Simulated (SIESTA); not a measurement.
Runs of SIESTA 5.4.2 on NiMoIrPdW. The structure is trigonal, space group P3m1 (No. 156). The conventional cell has a = 4.147 Å, b = 4.147 Å, c = 5.416 Å, α = 90.00°, β = 90.00°, γ = 120.00°. Around Ni (site symmetry 3m) lie 3 W at 2.40 Å and 3 Ir at 2.71 Å. Around Mo (site symmetry 3m) lie 1 W at 2.49 Å and 3 Ir at 2.64 Å and 3 Pd at 2.85 Å. Pd (site symmetry 3m) has 2 Ir at 2.65 to 2.76 Å and 3 W at 2.76 Å and 3 Ni at 2.82 Å and 3 Mo at 2.85 Å as nearest neighbours. Ir (site symmetry 3m) has 3 Mo at 2.64 Å and 2 Pd at 2.65 to 2.76 Å and 3 Ni at 2.71 Å and 3 W at 2.77 Å as nearest neighbours. W (site symmetry 3m) is surrounded by 3 Ni at 2.40 Å and 1 Mo at 2.49 Å. The cell was built by a generator and needn't be a form met in nature.

| task | level | potentials or basis | spin | gap on the mesh (eV) | pressure (GPa) | moment (μB) | largest force (eV/Å) |
| --- | --- | --- | --- | --- | --- | --- | --- |
| band structure | BLYP | PseudoDojo 0.4 standard (PBE files), DZP (energy shift 0.003 Ry; two zetas on semicore shells) | collinear, ferromagnetic start | none | 12.2 | 0.00 | 0.76 |
| single point | PBE | PseudoDojo 0.4 standard (PBE files), DZP (energy shift 0.003 Ry; two zetas on semicore shells) | collinear, ferromagnetic start | none | 2.9 | 0.00 | 0.71 |
| band structure | PBE | PseudoDojo 0.4 standard (PBE files), DZP (energy shift 0.003 Ry; two zetas on semicore shells) | collinear, ferromagnetic start | none | 2.9 | 0.00 | 0.71 |
| single point | PBE | PseudoDojo 0.4 standard (PBE files), DZP (energy shift 0.003 Ry; two zetas on semicore shells) | collinear, ferrimagnetic start | none | 2.9 | 0.00 | 0.71 |
| single point | PBE | PseudoDojo 0.4 standard (PBE files), DZP (energy shift 0.003 Ry; two zetas on semicore shells) | collinear, antiferromagnetic start | none | 2.9 | 0.00 | 0.71 |
| band structure | PBE | PseudoDojo 0.4 standard (PBE files), SZP (energy shift 0.003 Ry) | collinear, ferromagnetic start | none | 4.9 | 0.00 | (c) |
| band structure | PBE | PseudoDojo 0.4 standard (PBE files), TZP (energy shift 0.003 Ry; two zetas on semicore shells) | collinear, ferromagnetic start | none | 2.2 | 0.00 | (a) |
| band structure | RPBE | PseudoDojo 0.4 standard (PBE files), DZP (energy shift 0.003 Ry; two zetas on semicore shells) | collinear, ferromagnetic start | none | (b) | 0.00 | 0.74 |

Alike in all rows: cell as given; k mesh 7 × 7 × 5; smearing fermi-dirac 0.05 eV; grid cutoff 800 Ry; energy shift 0.003 Ry.

Fill in the values left out.

(a) 0.67; (b) 6.6; (c) 0.85.

Caveats: short orbitals over semicore shells can move pressures by several GPa; the valence orbitals were made in a potential fitted to the semicore shell under them, which widens gaps by tenths of an eV or more; the basis of atomic orbitals isn't converged, which shifts pressures, moduli and gaps; spin-orbit coupling is left out, which moves the levels of the heavy elements (some runs); the potentials were made for another functional, which shifts forces and pressure (some runs).

A k mesh can miss the band edges, and the runs leave out spin-orbit coupling on Ir, Mo, Pd, W.

A gap of «none» marks a metal or a gap under the smearing width.
